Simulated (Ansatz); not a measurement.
# CsMg2Sb2 (element-swapped structure): how the settings move a single-point run

Question: which choices in the input matter for CsMg2Sb2 (element-swapped structure)?

Computed with Ansatz 0.2.0 (reference: DFT r2SCAN, plane waves, PAW, scalar-relativistic, no spin polarisation, unless a step's input says otherwise).

1 further run of the same task is left out (set aside as unsound or not needed).

### 1 Starting point

The structure is trigonal, space group P-3m1 (No. 164). The conventional cell has a = 4.850 Å, b = 4.850 Å, c = 8.237 Å, α = 90.00°, β = 90.00°, γ = 120.00°. Mg (site symmetry 3m) has 4 Sb at 2.94 Å as nearest neighbours. Around Sb (site symmetry 3m) lie 4 Mg at 2.94 Å. Cs (site symmetry -3m) has 6 Sb at 3.57 Å as nearest neighbours.

Coordinates:

```
Mg Sb Cs
1.0
     2.42520    4.20056    0.00000
    -2.42520    4.20056    0.00000
     0.00000    0.00000    8.23651
Mg Sb Cs
2 2 1
Direct
  0.33330 0.33340 0.62470
  0.66670 0.66660 0.37530
  0.33330 0.33340 0.26800
  0.66670 0.66660 0.73200
  0.00000 0.00000 0.00000
```

### 2 Reference

Input file input.yaml:

```yaml
crystal:
  lattice:
    - [2.425196, 4.200561, 0.0]
    - [-2.425196, 4.200561, 0.0]
    - [0.0, 0.0, 8.236514]
  atoms:
    - { symbol: Mg, position: [0.3333, 0.3334, 0.6247] }
    - { symbol: Mg, position: [0.6667, 0.6666, 0.3753] }
    - { symbol: Sb, position: [0.3333, 0.3334, 0.268] }
    - { symbol: Sb, position: [0.6667, 0.6666, 0.732] }
    - { symbol: Cs, position: [0.0, 0.0, 0.0] }
  symmetry: { tolerance: 0.0003 }
kpoints:
  mp_grid: { grid: [4, 4, 3], shift: [0, 0, 0] }
magnetization:
  spin_polarized: false
scf:
  occupations: { method: fermi_dirac }
hamiltonian:
  pseudopotentials: { kind: paw }
  xc: r2scan
basis:
  ecutwfc: 500
output:
  forces: true
  stress: true
  eigenvalues: true
  write_density: true
  write_potential: true
  elf: true
  volumetric_format: npy
```

Started as:

```bash
$ ansatz run input.yaml --threads 1 --pin off --max-ram 2560MiB --backend cpu --events-out ev --progress --plain --runs-dir out
```

### 3 Variant: mp_grid.grid [2, 2, 2]

input.yaml, as its differences from that of step 2:

```diff
@@ -13,3 +13,3 @@
 kpoints:
-  mp_grid: { grid: [4, 4, 3], shift: [0, 0, 0] }
+  mp_grid: { grid: [2, 2, 2], shift: [0, 0, 0] }
 magnetization:
@@ -27,5 +27 @@
   eigenvalues: true
-  write_density: true
-  write_potential: true
-  elf: true
-  volumetric_format: npy
```

### 4 Variant: mp_grid.grid [3, 3, 2], ecutrho_ratio 4

input.yaml, as its differences from that of step 2:

```diff
@@ -13,3 +13,3 @@
 kpoints:
-  mp_grid: { grid: [4, 4, 3], shift: [0, 0, 0] }
+  mp_grid: { grid: [3, 3, 2], shift: [0, 0, 0] }
 magnetization:
@@ -23,2 +23,3 @@
   ecutwfc: 500
+  ecutrho_ratio: 4
 output:
@@ -27,5 +28 @@
   eigenvalues: true
-  write_density: true
-  write_potential: true
-  elf: true
-  volumetric_format: npy
```

### 5 Changed: mp_grid.shift [0.5, 0.5, 0.5]

input.yaml, as its differences from that of step 2:

```diff
@@ -13,3 +13,3 @@
 kpoints:
-  mp_grid: { grid: [4, 4, 3], shift: [0, 0, 0] }
+  mp_grid: { grid: [4, 4, 3], shift: [0.5, 0.5, 0.5] }
 magnetization:
@@ -27,5 +27 @@
   eigenvalues: true
-  write_density: true
-  write_potential: true
-  elf: true
-  volumetric_format: npy
```

Q: Predict the outcome of this session. Wanted: for each run, ending; energy change; pressure; gap; force.

As calculated:

| run | ending | energy change | pressure (GPa) | gap (eV) | force (eV/Å) | cycles | time |
| --- | --- | --- | --- | --- | --- | --- | --- |
| reference | converged | 0 | 1.7 | 0.00 | 0.91 | 7 | 13 s |
| 1: mp_grid.grid [2, 2, 2] | converged | +128.7 meV/atom | 1.9 | 0.00 | 0.78 | 7 | 7.3 s |
| 2: mp_grid.grid [3, 3, 2], ecutrho_ratio 4 | converged | +14.0 meV/atom | 1.6 | 0.00 | 0.87 | 7 | 11 s |
| 3: mp_grid.shift [0.5, 0.5, 0.5] | converged | -4.3 meV/atom | 1.6 | 0.00 | 0.92 | 7 | 20 s |

Times don't compare one to one where runs were asked for different outputs or read a saved state (see the inputs); cycles may leave out searches for a lower state.

Residual by cycle in the longest SCF loop of each run; runs are numbered as in the table. The quantity is the density residual dr2, in eV.

| cycle | reference | run 1 | run 2 | run 3 |
| --- | --- | --- | --- | --- |
| 1 | 0.0275 | 0.0927 | 0.0294 | 0.0434 |
| 2 | 0.00469 | 0.00754 | 0.00517 | 0.00594 |
| 3 | 8.6e-4 | 0.00185 | 0.0012 | 7.6e-4 |
| 4 | 6.6e-5 | 8.3e-5 | 1.1e-4 | 9.2e-5 |
| 5 | 1.1e-5 | 1.5e-5 | 1.2e-5 | 1.2e-5 |
| 6 | 1.1e-6 | 1.1e-6 | 7.1e-7 | 1.4e-6 |
| 7 | 3.7e-8 | 4.3e-8 | 5.7e-8 | 5.6e-8 |

What this shows: Of the converged runs whose energies compare with the reference's, «mp_grid.grid [2, 2, 2]» moves the energy most (+128.7 meV/atom) and «mp_grid.shift [0.5, 0.5, 0.5]» least (-4.3 meV/atom). Of the variants the dearest is «mp_grid.shift [0.5, 0.5, 0.5]» (20 s), the cheapest «mp_grid.grid [2, 2, 2]» (7.3 s), on a shared host.

The reference has limits of its own: it is run without spin, though an odd electron count or open d shells could carry moments; its mesh is coarse for a cell with so small a gap or none; the structure is made up and not relaxed.
